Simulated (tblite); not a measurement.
# C5H11GaOSi: the cost of one run

The runs use tblite 0.8.0 and PySCF 2.14.0, with density-fitted response routines of our own; the level of theory stands in each step. All values are computed, except where a source is named. Atoms are numbered from 0 throughout.

### 1 The starting structure

19 atoms, charge 0, multiplicity 1; geometry from: force field or distance geometry start.

Bonds of the start (Å): C0–C1 1.22, C1–C2 1.46, C2–Si3 1.89, Si3–C4 1.84, C2–Ga5 2.07, Ga5–O6 2.00, O6–C7 1.40, C0–H8 1.07, C2–H9 1.11, Si3–H10 1.47, Si3–H11 1.49, C4–H12 1.13, C4–H13 1.10, C4–H14 1.12, Ga5–H15 1.39, C7–H16 1.10, C7–H17 1.11, C7–H18 1.12.

### 2 Geometry optimisation with GFN2-xTB

Job settings and geometry (Å):

```
{"job": {"kind": "relax", "xc": "GFN2-xTB", "basis": "xTB"}, "charge": 0, "multiplicity": 1}
C     -0.699300    -3.255000    -0.092400
C     -0.695400    -2.072700    -0.380000
C     -0.663000    -0.651500    -0.732100
Si    -2.318800     0.080000    -0.182400
C     -2.315500     1.914200    -0.076500
Ga     0.902900     0.325500     0.196900
O      2.468600     1.246800     1.034800
C      3.710300     0.657800     0.792600
H     -0.701400    -4.302300     0.149600
H     -0.581700    -0.585300    -1.837600
H     -3.369800    -0.452200    -1.056500
H     -2.561100    -0.489800     1.174800
H     -3.374100     2.262800     0.111200
H     -1.630700     2.265900     0.715400
H     -1.934000     2.321900    -1.043600
H      1.703700    -0.796500     0.337900
H      4.481900     1.420500     0.989800
H      3.691400     0.284900    -0.255400
H      3.876100    -0.166000     1.534600
```

Command:

```
$ OMP_NUM_THREADS=1 python probes_run.py task.json out
```

One launch serves the whole session: the jobs run in the order shown.

**Question.** How long does this first job take on 1 thread of Arm Neoverse V2, shared host?

About 1.3 s.
